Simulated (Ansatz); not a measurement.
# Bi: an axial (c/a) deformation path

The task here is to estimate one member of a computed series from the others.

Program: Ansatz 0.2.0. Level of theory: DFT PBE, scalar-relativistic, plane waves, PAW. These are calculated values, not measurements.

**The system as given**

It takes space group R-3m (No. 166, trigonal). Conventional cell: a = 4.546 Å, b = 4.546 Å, c = 11.862 Å, α = 90.00°, β = 90.00°, γ = 120.00°. Bi (site symmetry 3m) has 6 Bi at 3.07 to 3.53 Å in its first shell of neighbours.

As a file:

```cif
data_structure
_symmetry_space_group_name_H-M 'R-3m:H'
_symmetry_Int_Tables_number 166
_cell_length_a 4.5460
_cell_length_b 4.5460
_cell_length_c 11.8620
_cell_angle_alpha 90.000
_cell_angle_beta 90.000
_cell_angle_gamma 120.000
_cell_volume 212.30
loop_
_atom_site_label
_atom_site_type_symbol
_atom_site_symmetry_multiplicity
_atom_site_Wyckoff_symbol
_atom_site_fract_x
_atom_site_fract_y
_atom_site_fract_z
_atom_site_occupancy
Bi1 Bi 6 c 0.33333 0.66667 0.90056 1
```

No relaxation comes first: the listed cell is the starting point.

The first run:

input.yaml reads:

```yaml
crystal:
  lattice:
    - [2.2729996784, 1.3123169762, 3.954]
    - [-2.2729996784, 1.3123169762, 3.954]
    - [0.0, -2.6246339523, 3.954]
  atoms:
    - { symbol: Bi, position: [0.23389, 0.23389, 0.23389] }
    - { symbol: Bi, position: [0.76611, 0.76611, 0.76611] }
basis:
  ecutwfc: 420
kpoints:
  mp_grid: { grid: [12, 12, 12] }
hamiltonian:
  xc: pbe
scf:
  occupations: { method: gaussian, width: 0.15 }
output:
  forces: true
  stress: true
  eigenvalues: true
```

Run with:

```
> ansatz run input.yaml --threads 1 --pin off --max-ram 2560MiB --backend cpu --events-out ev --progress --plain --runs-dir out
```

Steps of the session up to this table: The reference: the undisturbed cell on the scan's mesh; ρ = 0.850; At ρ = 1.200; Point ρ = 0.920; ρ = 1.100; Point ρ = 0.960; ρ = 1.050; Point ρ = 0.800; Point ρ = 1.300.

One table of the session follows, with a row left open; its other results are not shown here.

The scan, with free energies counted from the undisturbed cell:

| ρ | ΔE (meV/atom) | pressure (GPa) |
| --- | --- | --- |
| 0.800 | 76.8 | 0.3 |
| 0.850 | 48.9 | 0.8 |
| 0.920 | 15.0 | 1.3 |
| 0.960 | 4.1 | 1.6 |
| 1.000 | 0.0 | 1.8 |
| 1.050 | 3.7 | 2.0 |
| 1.100 | 15.0 | 2.2 |
| 1.200 | ? | ? |
| 1.300 | 93.2 | 1.9 |

Estimate the missing values for ρ = 1.200.

Worked estimate for «ΔE (meV/atom)». A straight line through the neighbours (1.100, 15.0) and (1.300, 93.2) gives 15.0 + (93.2 − 15.0) × (1.200 − 1.100) / (1.300 − 1.100) = 54.1; a parabola fitted to 3 rows on both sides gives 47.5.

**Answer.** ΔE (meV/atom): 50.1; pressure (GPa): 2.2. In «ΔE (meV/atom)» the line misses by +4.0 and the parabola by -2.6.
